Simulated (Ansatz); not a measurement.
# Zr3SiO8: the cost of one run

Computed with Ansatz 0.2.0 (DFT PBE, scalar-relativistic, plane waves, PAW, unless a step's input says otherwise).

1 further run of the same task is left out (it didn't finish).

## Step 1: The starting structure

It takes space group P-4m2 (No. 115, tetragonal). Conventional cell: a = 3.636 Å, b = 3.636 Å, c = 10.470 Å, α = 90.00°, β = 90.00°, γ = 90.00°. Around Zr (site symmetry -4m2) lie 8 O at 2.11 to 2.39 Å. Zr (site symmetry 2mm) is surrounded by 8 O at 2.11 to 2.39 Å. Si (site symmetry -4m2) is surrounded by 8 O at 2.11 to 2.39 Å. O (site symmetry 2mm) has 2 Si at 2.11 Å and 2 Zr at 2.39 Å as nearest neighbours. O (site symmetry 2mm) has 4 Zr at 2.11 to 2.39 Å as nearest neighbours. O (site symmetry 2mm) is surrounded by 2 Zr at 2.11 Å.

Structure file:

```cif
data_structure
_symmetry_space_group_name_H-M 'P 1'
_symmetry_Int_Tables_number 1
_cell_length_a 3.6363
_cell_length_b 3.6363
_cell_length_c 10.4698
_cell_angle_alpha 90.000
_cell_angle_beta 90.000
_cell_angle_gamma 90.000
_cell_volume 138.44
loop_
_atom_site_label
_atom_site_type_symbol
_atom_site_fract_x
_atom_site_fract_y
_atom_site_fract_z
_atom_site_occupancy
Zr1 Zr 0.00000 0.00000 0.50000 1
Zr2 Zr 0.50000 0.50000 0.25000 1
Zr3 Zr 0.50000 0.50000 0.75000 1
Si1 Si 0.00000 0.00000 0.00000 1
O1 O 0.00000 0.50000 0.10150 1
O2 O 0.00000 0.50000 0.60150 1
O3 O 0.00000 0.50000 0.35150 1
O4 O 0.00000 0.50000 0.85150 1
O5 O 0.50000 0.00000 0.14850 1
O6 O 0.50000 0.00000 0.64850 1
O7 O 0.50000 0.00000 0.39850 1
O8 O 0.50000 0.00000 0.89850 1
```

The start is an ordering of an alloy on its end members' structure types: elements ordered on the sites of the ZrO2 type, Zr/Si on Zr (P-4m2, No. 115).

## Step 2: The guess as it stands, on a coarse mesh

input.yaml reads:

```yaml
crystal:
  lattice:
    - [3.6363259, 0.0, 0.0]
    - [0.0, 3.6363259, 0.0]
    - [0.0, 0.0, 10.46981947]
  atoms:
    - { symbol: Zr, position: [0.0, 0.0, 0.5] }
    - { symbol: Zr, position: [0.5, 0.5, 0.25] }
    - { symbol: Zr, position: [0.5, 0.5, 0.75] }
    - { symbol: Si, position: [0.0, 0.0, 0.0] }
    - { symbol: O, position: [0.0, 0.5, 0.1015] }
    - { symbol: O, position: [0.0, 0.5, 0.6015] }
    - { symbol: O, position: [0.0, 0.5, 0.3515] }
    - { symbol: O, position: [0.0, 0.5, 0.8515] }
    - { symbol: O, position: [0.5, 0.0, 0.1485] }
    - { symbol: O, position: [0.5, 0.0, 0.6485] }
    - { symbol: O, position: [0.5, 0.0, 0.3985] }
    - { symbol: O, position: [0.5, 0.0, 0.8985] }
basis:
  ecutwfc: 420
kpoints:
  mp_grid: { grid: [6, 6, 2] }
hamiltonian:
  xc: pbe
scf:
  occupations: { method: gaussian, width: 0.1 }
  lower_state_search: "off"
output:
  forces: true
  stress: true
  eigenvalues: true
```

Started as:

```
ansatz run input.yaml --threads 1 --pin off --max-ram 2560MiB --backend cpu --events-out ev --progress --plain --runs-dir out
```

What time and memory should one allow on 1 thread of Intel Xeon Platinum 8488C (Sapphire Rapids), shared host?

About 9.6 s, with a peak of 0.47 GiB.
